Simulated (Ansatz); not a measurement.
Crystal: Ge2Sb2Te5.

```
Te Sb Ge
1.0
     4.29406    0.00000    0.00000
    -2.14703    3.71877    0.00000
     0.00000    0.00000   17.10135
Te Sb Ge
5 2 2
Direct
  0.66667 0.33333 0.41989
  0.33333 0.66667 0.58011
  0.33333 0.66667 0.20154
  0.66667 0.33333 0.79846
  0.00000 0.00000 0.00000
  0.00000 0.00000 0.32007
  0.00000 0.00000 0.67993
  0.66667 0.33333 0.10290
  0.33333 0.66667 0.89711
```

The cell comes from a database or a generator and needn't be the stable form of this composition.

Program: Ansatz 0.2.0. Alike in all runs: task band structure; potentials or basis Ansatz PAW; no spin polarisation; cell as given; k mesh 7 × 7 × 2; smearing fermi-dirac 0.05 eV.

Order these runs on this cell by their pressure, lowest first.
A. level r2SCAN; cutoff (eV) 500
B. level revPBE; cutoff (eV) 420
C. level PBEsol; cutoff (eV) 420
D. level BLYP; cutoff (eV) 420

C (-2.2 GPa), A (-0.5 GPa), B (1.3 GPa), D (4.3 GPa).

Caveats: the PAW data sets come from PBE, with cores solved anew for the run's functional, which leaves a small shift of forces and pressure.
